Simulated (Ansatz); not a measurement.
# BaY (P1) in Ansatz: convergence with xc grid

Aim: find how far xc grid must go before the results for BaY settle, at r2SCAN. This setting moves, with any that are tied to it; all else stays.

Program: Ansatz 0.2.0. These are calculated values, not measurements. Logs are shortened: lines on timing, memory, paths and dates and some standing lists are left out, and cuts for length are marked.

## Step 1: The cell of the first run

The typed cell holds 2 atoms: a = 4.256 Å, b = 4.256 Å, c = 4.475 Å, α = 90.00°, β = 90.00°, γ = 90.00°.

The cell was built by a generator and needn't be a form met in nature.

The cell isn't the ideal one: atoms moved at random, drawn with an rms of 0.05 Å.

## Step 2: With xc grid 1

Contents of input.yaml:

```yaml
crystal:
  lattice:
    - [4.2556898, 0.0, 0.0]
    - [0.0, 4.2556898, 0.0]
    - [0.0, 0.0, 4.47542265]
  atoms:
    - { symbol: Ba, position: [-0.007971, -0.00199, 0.001304] }
    - { symbol: "Y", position: [0.5024, 0.496494, 0.496425] }
hamiltonian:
  xc: r2scan
  pseudopotentials: { kind: paw }
kpoints:
  mp_grid: { grid: [5, 5, 5] }
scf:
  occupations: { method: methfessel_paxton, width: 0.1 }
output:
  forces: true
  stress: true
  eigenvalues: true
basis:
  xc_grid: 1
```

Potentials or basis: Ansatz PAW.

Started as:

```sh
$ ansatz run input.yaml --threads 2 --pin off --max-ram 5632MiB --backend cpu --events-out ev --progress --plain --runs-dir out
```

Run time: 7 s. Hardware: 2 threads of Arm Neoverse V2, shared host; peak memory 0.43 GiB.

What came out:

- Free energy: -9823.4470 eV
- Pressure: 1.7 GPa
- Largest force: 0.115 eV/Å
- Band gap on the k mesh: none (metal or under the smearing width)

## Step 3: With xc grid 2

Changes to input.yaml since step 2:

```diff
@@ -20,2 +20,2 @@
 basis:
-  xc_grid: 1
+  xc_grid: 2
```

Potentials or basis: Ansatz PAW.

Started as:

```sh
$ ansatz run input.yaml --threads 2 --pin off --max-ram 5632MiB --backend cpu --events-out ev --progress --plain --runs-dir out
```

Wall time 7.1 s (2 threads of Arm Neoverse V2, shared host); peak memory 0.44 GiB.

Results:

| Item | Value |
| --- | --- |
| Free energy | -9823.4469 eV |
| Pressure | 1.7 GPa |
| Largest force | 0.114 eV/Å |
| Band gap on the k mesh | none (metal or under the smearing width) |

## Step 4: With xc grid 3

Changes to input.yaml since step 3:

```diff
@@ -20,2 +20,2 @@
 basis:
-  xc_grid: 2
+  xc_grid: 3
```

Started as:

```sh
$ ansatz run input.yaml --threads 2 --pin off --max-ram 5632MiB --backend cpu --events-out ev --progress --plain --runs-dir out
```

Run time: 7.5 s. Hardware: 2 threads of Arm Neoverse V2, shared host; peak memory 0.47 GiB.

The run converged. Its results:

```
Free energy            : -9823.4469 eV
Pressure               : 1.7 GPa
Largest force          : 0.114 eV/Å
Band gap on the k mesh : none (metal or under the smearing width)
```

## Step 5: With xc grid 4

Changes to input.yaml since step 4:

```diff
@@ -20,2 +20,2 @@
 basis:
-  xc_grid: 3
+  xc_grid: 4
```

Started as:

```sh
$ ansatz run input.yaml --threads 2 --pin off --max-ram 5632MiB --backend cpu --events-out ev --progress --plain --runs-dir out
```

Run time: 8.1 s. Hardware: 2 threads of Arm Neoverse V2, shared host; peak memory 0.54 GiB.

Results (log left out):

```
Free energy            : -9823.4469 eV
Pressure               : 1.7 GPa
Largest force          : 0.114 eV/Å
Band gap on the k mesh : none (metal or under the smearing width)
```

## Step 6: With xc grid 5

Changes to input.yaml since step 5:

```diff
@@ -20,2 +20,2 @@
 basis:
-  xc_grid: 4
+  xc_grid: 5
```

Potentials or basis: Ansatz PAW.

Started as:

```sh
$ ansatz run input.yaml --threads 2 --pin off --max-ram 5632MiB --backend cpu --events-out ev --progress --plain --runs-dir out
```

Standard output:

```text
Warning: RAYON_NUM_THREADS=2 ignored (pool sized by the plan → 2); use --threads N
Engine: ansatz 0.2.0, aarch64-unknown-linux-gnu
Pseudopotentials: kind: paw
Pseudopotential: Ba, paw, valence charge 10, recommended cutoff 500 eV (meta_gga), Ba.paw.azcp
Pseudopotential: Y, paw, valence charge 11, recommended cutoff 500 eV (meta_gga), Y.paw.azcp
Functional definition: r2SCAN
  parameter k0 = 0.174
  parameter k1 = 0.065
  parameter a1 = 4.9479
  exchange = r2scan_x(k0 = k0, k1 = k1, a1 = a1)
  correlation = r2scan_c
Crystal: 2 atoms, lattice volume = 81.054 Å³
Basis set: ecut = 500 eV, 2065 PW (Γ), exchange–correlation on 160×160×180 points (125 copies of the dense FFT grid, shifted against one another)
Bands: 15, of which v1, the nominal top of the filled ones, is band 11 counted from 1 (10 counted from 0)
Symmetry: 1 space group operations
Space group: P1 (ITA 1), of the structure as read, at distance tolerance 4.3e-5 Å
k-points: 63 of 125 (time reversal used)
Non-local potential: Ba, projectors of the file, l = 0: 3, l = 1: 2, l = 2: 2, l = 3: 2
Non-local potential: Y, projectors of the file, l = 0: 3, l = 1: 2, l = 2: 2, l = 3: 1
PAW form: soft (Blöchl's): semilocal exchange-correlation on the pseudo side does not see the compensation charge
PAW frozen core: Ba, regenerated for the run's functional (the file was generated under x = pbe(κ = 0.804, μ = 0.2195149727645171), c = pbe(β = 0.06672455060314922))
PAW frozen core: Y, regenerated for the run's functional (the file was generated under x = pbe(κ = 0.804, μ = 0.2195149727645171), c = pbe(β = 0.06672455060314922))
PAW one-centre angular grid: Ba, 302 points (default); XC on 160 Gauss nodes
PAW one-centre angular grid: Y, 590 points (default); XC on 160 Gauss nodes
Initial density: superposition of atomic densities (neutral atoms: chi_scale 0, normalization atom), corrected by the library's trained network
Initial wavefunctions: pseudopotential atomic-orbital guess
Functional: x = r2scan, c = r2scan; τ floored in thin density (d = 2e-4 eV/Å³)
SCF iter   1: F=—  HF=-9823.350962 eV  |F-HF|=—  |Δ(HF+E_count)|=         —  Δρ=5.59e-3  dr2=3.70e-2  dr2_τ=4.70e-3  ethr=1.77e-3  ⟨swp⟩=6.0  Hψ=5766  notcnv=0
preconditioner: auto → Resta (q_TF=auto, 2.178 Å⁻¹)  ε∞=14.3  [insulator: Δε(μ)=0.162 eV  Ē_g=2.529 eV  σ=0.100 eV  W_gap=0.76  n_scr=18 (ndim 8)  ℏωp=9.2 eV  f_vac=0.000  D(μ)=2.04/eV (n_scr^D=18)  ε∞_Penn≈14.3]
SCF iter   2: F=—  HF=-9823.445967 eV  |F-HF|=—  |Δ(HF+E_count)|=   9.50e-2  S|Δr|=    0.00e0  Δρ=3.50e-3  dr2=1.18e-2  dr2_τ=5.35e-4  ethr=1.76e-4  ⟨swp⟩=2.2  Hψ=2143  notcnv=0  defer=4
SCF iter   3: F=—  HF=-9823.446645 eV  |F-HF|=—  |Δ(HF+E_count)|=   6.77e-4  S|Δr|=    0.00e0  Δρ=9.07e-4  dr2=9.55e-4  dr2_τ=4.25e-5  ethr=5.64e-5  ⟨swp⟩=2.9  Hψ=1666  notcnv=0  defer=4
SCF iter   4: F=—  HF=-9823.446934 eV  |F-HF|=—  |Δ(HF+E_count)|=   2.90e-4  S|Δr|=    0.00e0  Δρ=1.71e-4  dr2=2.61e-5  dr2_τ=4.91e-7  ethr=4.55e-6  ⟨swp⟩=3.0  Hψ=1629  notcnv=0  defer=4
SCF iter   5: F=—  HF=-9823.446939 eV  |F-HF|=—  |Δ(HF+E_count)|=   5.28e-6  S|Δr|=    0.00e0  Δρ=2.54e-5  dr2=5.69e-7  dr2_τ=7.04e-8  ethr=1.24e-7  ⟨swp⟩=3.0  Hψ=1596  notcnv=0  defer=4
SCF iter   6: F=-9823.446940 eV  HF=-9823.446940 eV  |F-HF|=7.09e-8  |Δ(HF+E_count)|=   3.48e-7  S|Δr|=    0.00e0  Δρ=8.66e-6  dr2=6.52e-8  dr2_τ=2.87e-9  ethr=4.76e-10  ⟨swp⟩=7.2  Hψ=4845  notcnv=0
SCF 1 converged in 6 iterations: F = -9823.446940 eV  dr2 = 6.52e-8
SCF converged after 6 iterations
Stability not checked: this state was not tested for a lower state beside it, because cold or Methfessel-Paxton smearing, or corrected tetrahedra, fill the levels in a way that the test cannot read (fill_not_monotonic; see scf.lower_state_search)
Free energy (F): -9823.446940 eV
Harris-Foulkes:  -9823.446940 eV  (|F-HF|=7.09e-8)
Internal energy: -9823.449331 eV  (E = F + TS)
E sigma→0 (E₀):  -9823.447538 eV
Entropy (-TS):   0.002391 eV (1.196 meV/atom)
Fermi energy:    8.544417 eV
--- Per-component energies (eV) ---
  E_band       = -199.782407
  E_kinetic    = 471.579656
  E_local      = -951.603088  (includes V_loc(G=0)·N_el)
  E_nonlocal   = 106.505198
  E_hartree    = 303.243230
  E_xc         = -323.052405
  E_vxc        = -366.886754  (∫ρ·V_xc dr)
  E_paw        = -8093.490188  (= ΣΔE_a)
  E_vpaw       = -85.149162  (= ΣTr[D̂ρ^β])
  E_aug_tail   = 0.000002  (compensation charges beyond the density's cutoff)
  E_vtau       = 19.285414  (kinetic-family band-sum trace: ∫τ·v_τ [+ j·A + Jᵃ·Aᵃ] dr)
  E_ewald      = -1336.548199
  E_core_change = -0.083538  (= ΣΔE_core)
  E_smearing   = 0.002391  (= −TS)
  E_closure    = -0.000000  (closes the sum)
  Σ components = -9823.446940   (vs F -9823.446940, Δ=0.00e0)
--- Forces (eV/Å), atoms counted from 1 ---
  atom   1  Ba     0.10080941    -0.01473378    -0.05212338
  atom   2  Y     -0.10084001     0.01473935     0.05214349
  max |Σ_I F_I| component: 3.06e-5 eV/Å
--- Stress (GPa, compression-positive) ---
        1.944399      -0.001437      -0.006314
       -0.001437       1.960036       0.000926
       -0.006314       0.000926       1.157583
  P = ⅓ Tr σ = 1.6873 GPa (16.873 kbar)
--- Band table (eV; the first three rows and the last of 63) ---
  k-point 0: bands = ["-36.3830", "-20.1828", "-15.6976", "-15.6571", "-15.6568", "-4.9682", "-4.8905", "-4.8900", "4.8548", "7.2856", "7.4161", "10.4996", "10.5043", "10.8432", "12.2909"]
  k-point 1: bands = ["-36.3825", "-20.1786", "-15.7052", "-15.6558", "-15.6554", "-5.0970", "-4.8869", "-4.8864", "5.3654", "7.5951", "7.6676", "10.4572", "10.4616", "10.9824", "11.3798"]
  k-point 2: bands = ["-36.3819", "-20.1716", "-15.7174", "-15.6537", "-15.6533", "-5.2939", "-4.8811", "-4.8805", "6.6034", "7.7146", "8.3387", "9.9873", "10.5244", "10.5418", "11.2540"]
  k-point 62: bands = ["-36.3795", "-20.1410", "-15.7036", "-15.7012", "-15.6710", "-5.2910", "-5.0280", "-5.0081", "7.1766", "8.2181", "8.4121", "9.3357", "9.4809", "9.8015", "11.7877"]
```

It took 9.3 s on 2 threads of Arm Neoverse V2, shared host; peak memory 0.68 GiB.

What came out:

```yaml
Free_energy: -9823.4469 eV
Pressure: 1.7 GPa
Largest_force: 0.114 eV/Å
Band_gap_on_the_k_mesh: none (metal or under the smearing width)
```

## Step 7: Result

```
xc grid  energy less the tightest run, at zero smearing (meV/atom)  SCF cycles  CPU time (s)  peak memory (GiB)
      1                                                      -0.05           6            14               0.43
      2                                                       0.00           6            14               0.44
      3                                                       0.00           6            15               0.47
      4                                                       0.00           6            16               0.54
      5                                                       0.00           6            18               0.68
```

Against the tightest run, the energy stays within 1 meV/atom from 1 on. The tightest run that finished is the yardstick and may itself not be fully converged.

Caveats: the PAW data sets come from PBE, with cores solved anew for the run's functional, which leaves a small shift of forces and pressure.
